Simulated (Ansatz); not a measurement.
# C₃H₁₁NO₃Ti: basis-set convergence

One table from this session's results is given with a row withheld; the runs are named, their logs left out.

Program: Ansatz 0.2.0, Gaussian basis. Level of theory: one geometry, several basis sets. These are calculated values, not measurements.

Plan: PBE0-D4/def2-SVP; ωB97M-V/def2-SVP; PBE0-D4/def2-QZVPP; ωB97M-V/def2-QZVPP; the functionals' def2-TZVPP values are taken from earlier runs.

**Structure used throughout**

All runs share one geometry, relaxed beforehand with PBE0-D4 in a triple-zeta def2 set.

SMILES `C[O][Ti]([NH2])([O]C)[O]C`, 19 atoms, charge 0, spin multiplicity 1.

Atoms are counted from 1 here; the program's logs count them from 0.

Bond lengths: C1–O2 1.389 Å, C1–H9 1.096 Å, C1–H10 1.097 Å, C1–H11 1.096 Å, O2–Ti3 1.790 Å, Ti3–N4 1.891 Å, Ti3–O5 1.792 Å, Ti3–O7 1.790 Å, N4–H12 1.010 Å, N4–H13 1.010 Å, O5–C6 1.391 Å, C6–H14 1.096 Å, C6–H15 1.096 Å, C6–H16 1.096 Å, O7–C8 1.389 Å, C8–H17 1.097 Å, C8–H18 1.096 Å, C8–H19 1.096 Å. Angles: O2–C1–H9 110.0°, O2–C1–H10 111.2°, O2–C1–H11 110.7°, H9–C1–H10 108.3°, H9–C1–H11 108.1°, H10–C1–H11 108.4°, C1–O2–Ti3 147.9°, O2–Ti3–N4 108.9°, O2–Ti3–O5 107.4°, O2–Ti3–O7 114.7°, N4–Ti3–O5 109.6°, N4–Ti3–O7 108.9°, O5–Ti3–O7 107.3°, Ti3–N4–H12 124.5°, Ti3–N4–H13 124.5°, H12–N4–H13 110.2°, Ti3–O5–C6 144.6°, O5–C6–H14 110.3° and more.

As a file:

```csv
atom,x (Å),y (Å),z (Å)
C1,-1.42778,-1.53441,2.11255
O2,-1.41189,-0.91233,0.87101
Ti3,-0.49800,0.04708,-0.33214
N4,-1.66589,1.30543,-1.12475
O5,0.80567,0.90591,0.54765
C6,1.31093,2.15606,0.88723
O7,0.27698,-0.91767,-1.62519
C8,1.42384,-1.53980,-2.10082
H9,-2.39632,-1.37513,2.59927
H10,-0.64338,-1.13481,2.76659
H11,-1.27343,-2.61413,2.00607
H12,-1.60030,1.62418,-2.08070
H13,-2.52827,1.62662,-0.70893
H14,2.33300,2.26808,0.50807
H15,0.69449,2.95964,0.46777
H16,1.33797,2.27135,1.97669
H17,2.32228,-1.14120,-1.61433
H18,1.51678,-1.37956,-3.18064
H19,1.38153,-2.61963,-1.91889
```

The first run:

Contents of in.yaml:

```yaml
crystal:
  periodic: [false, false, false]
  atoms:
    - {symbol: C, position_ang: [-1.427780, -1.534405, 2.112549]}
    - {symbol: O, position_ang: [-1.411892, -0.912327, 0.871014]}
    - {symbol: Ti, position_ang: [-0.497996, 0.047083, -0.332138]}
    - {symbol: N, position_ang: [-1.665885, 1.305434, -1.124745]}
    - {symbol: O, position_ang: [0.805669, 0.905906, 0.547651]}
    - {symbol: C, position_ang: [1.310926, 2.156063, 0.887229]}
    - {symbol: O, position_ang: [0.276983, -0.917666, -1.625188]}
    - {symbol: C, position_ang: [1.423837, -1.539800, -2.100824]}
    - {symbol: H, position_ang: [-2.396322, -1.375131, 2.599268]}
    - {symbol: H, position_ang: [-0.643383, -1.134807, 2.766588]}
    - {symbol: H, position_ang: [-1.273431, -2.614132, 2.006068]}
    - {symbol: H, position_ang: [-1.600298, 1.624176, -2.080704]}
    - {symbol: H, position_ang: [-2.528270, 1.626625, -0.708929]}
    - {symbol: H, position_ang: [2.332997, 2.268076, 0.508066]}
    - {symbol: H, position_ang: [0.694487, 2.959643, 0.467767]}
    - {symbol: H, position_ang: [1.337975, 2.271351, 1.976691]}
    - {symbol: H, position_ang: [2.322278, -1.141197, -1.614326]}
    - {symbol: H, position_ang: [1.516778, -1.379564, -3.180644]}
    - {symbol: H, position_ang: [1.381526, -2.619628, -1.918892]}
basis:
  gaussian: {orbitals: def2-SVP}
hamiltonian: {xc: pbe0, dispersion: d4}
output: {orbitals: {seedname: orbitals}}
```

Started as:

```sh
> ansatz run in.yaml --threads 4 --pin off --events-out ev --progress --plain --max-ram 66560MiB --backend cpu
```

Among the steps run: PBE0-D4 in def2-SVP; ωB97M-V in def2-SVP; PBE0-D4 in def2-QZVPP; ωB97M-V in def2-QZVPP.

One table of the session follows, with a row left open; its other results are not shown here.

It belongs to the step «Functionals by basis». 

```
functional       basis  HOMO (eV)
   PBE0-D4    def2-SVP      -6.78
   PBE0-D4  def2-TZVPP          ?
   PBE0-D4  def2-QZVPP      -7.08
   ωB97M-V    def2-SVP      -9.14
   ωB97M-V  def2-TZVPP      -9.41
   ωB97M-V  def2-QZVPP      -9.44
```

Estimate the missing values for PBE0-D4, def2-TZVPP.

**Answer.** HOMO (eV): -7.04. In the column «HOMO (eV)» it lies between PBE0-D4, def2-QZVPP (-7.08) and PBE0-D4, def2-SVP (-6.78).
